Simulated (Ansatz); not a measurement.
# CH2AlNO: up Jacob's ladder to CCSD(T)

How much do the methods differ for CH2AlNO? The plan is to run it at one geometry with functionals of several rungs and with coupled cluster, and see how far each lands from CCSD(T) at the basis-set limit for the atomisation energy.

Computed with Ansatz 0.2.0, Gaussian basis. Level: functionals in def2-TZVPP, the program's frozen cores in correlated methods.

Plan: LDA (SPW92), PBE-D4, revPBE-D4, BLYP-D4, r2SCAN-D4, B97M-V, PBE0-D4, B3LYP-D4, r2SCANh-D4, r2SCAN0-D4, HSE06-D4, BHLYP-D4, CAM-B3LYP-D4, LC-ωPBE, ωB97X-V, ωB97M-V, B2PLYP, PBE-QIDH; CCSD(T)/def2-SVP; CCSD(T)/def2-TZVPP; CCSD(T)/def2-QZVPP; extrapolation to the limit; RPA on PBE.

## (1) The relaxed structure

An earlier PBE0-D4 in a triple-zeta def2 set relaxation fixed the geometry.

SMILES `O=C=[N][AlH2]`, 6 atoms, charge 0, spin multiplicity 1.

Atoms are counted from 1 here; the program's logs count them from 0.

Bond lengths: O1–C2 1.166 Å, C2–N3 1.196 Å, N3–Al4 1.770 Å, Al4–H5 1.575 Å, Al4–H6 1.575 Å. Angles: O1–C2–N3 180.0°, C2–N3–Al4 179.7°, N3–Al4–H5 117.5°, N3–Al4–H6 117.5°, H5–Al4–H6 125.0°.

## (2) LDA

This LDA is Slater exchange with PW92 correlation.

in.yaml reads:

```yaml
crystal:
  periodic: [false, false, false]
  atoms:
    - {symbol: O, position_ang: [1.702251, -2.146667, 0.966292]}
    - {symbol: C, position_ang: [1.019684, -1.287664, 0.572523]}
    - {symbol: N, position_ang: [0.319596, -0.406854, 0.168291]}
    - {symbol: Al, position_ang: [-0.716086, 0.900750, -0.422488]}
    - {symbol: H, position_ang: [-1.263762, 0.785836, -1.894827]}
    - {symbol: H, position_ang: [-1.019683, 2.090499, 0.564109]}
basis:
  gaussian: {orbitals: def2-TZVPP}
hamiltonian: {xc: lda}
output: {orbitals: {seedname: orbitals}}
```

Started as:

```console
> ansatz run in.yaml --threads 2 --pin off --events-out ev --progress --plain --max-ram 22528MiB --backend cpu
```

The runs that follow: PBE-D4 (GGA); revPBE-D4 (GGA); BLYP-D4 (GGA); r2SCAN-D4 (meta-GGA); B97M-V (meta-GGA); PBE0-D4 (hybrid); B3LYP-D4 (hybrid); r2SCANh-D4 (hybrid); r2SCAN0-D4 (hybrid); HSE06-D4 (hybrid); BHLYP-D4 (hybrid); CAM-B3LYP-D4 (range-separated); LC-ωPBE (range-separated); ωB97X-V (range-separated); ωB97M-V (range-separated); B2PLYP (double hybrid); PBE-QIDH (double hybrid); CCSD(T) in def2-SVP; CCSD(T) in def2-TZVPP; CCSD(T) in def2-QZVPP; RPA on PBE orbitals.

Q: Predict the results of all the runs planned. Wanted: atomisation energy, CCSD(T)/CBS; farthest beyond LDA; mean size of error, GGA; mean size of error, meta-GGA; mean size of error, hybrid; mean size of error, range-separated; mean size of error, double hybrid; gap, smallest and largest; T1 diagnostic.

**Answer**, as computed:

| quantity | value |
| --- | --- |
| atomisation energy, CCSD(T)/CBS | 2382.3 kJ/mol |
| functionals within 11.9 kJ/mol (0.5 %) | PBE0-D4, r2SCANh-D4, B2PLYP |
| farthest beyond LDA | PBE-D4 (+105.1 kJ/mol) |
| mean size of error, GGA | 64.1 kJ/mol |
| mean size of error, meta-GGA | 38.8 kJ/mol |
| mean size of error, hybrid | 34.7 kJ/mol |
| mean size of error, range-separated | 22.2 kJ/mol |
| mean size of error, double hybrid | 10.8 kJ/mol |
| gap, smallest and largest | 4.40 eV (LDA (SPW92)), 11.33 eV (LC-ωPBE) |
| T1 diagnostic | 0.0160 |
| triples share of the correlation energy | 4.5 % |

In words: LDA overbinds by 411.9 kJ/mol (17 %). PBE-D4 is off by +105.1 kJ/mol. Double hybrids carry the basis error of their MP2 part in triple zeta, and no dispersion term here, so their miss is partly the set-up's. Taken by rung, double hybrid functionals do best (10.8 kJ/mol on average) and GGA ones worst beyond LDA (64.1 kJ/mol). The reference freezes the cores and leaves out relativity and excitations past (T), so misses under about 11.9 kJ/mol can't be ranked. Hartree-Fock recovers 67 % of the binding; the rest is correlation. CCSD(T) in def2-SVP is off by -134.1 kJ/mol, which most functionals beat. The gap grows from 4.4 to 11.3 eV across the functionals, mostly with the share of exact exchange.
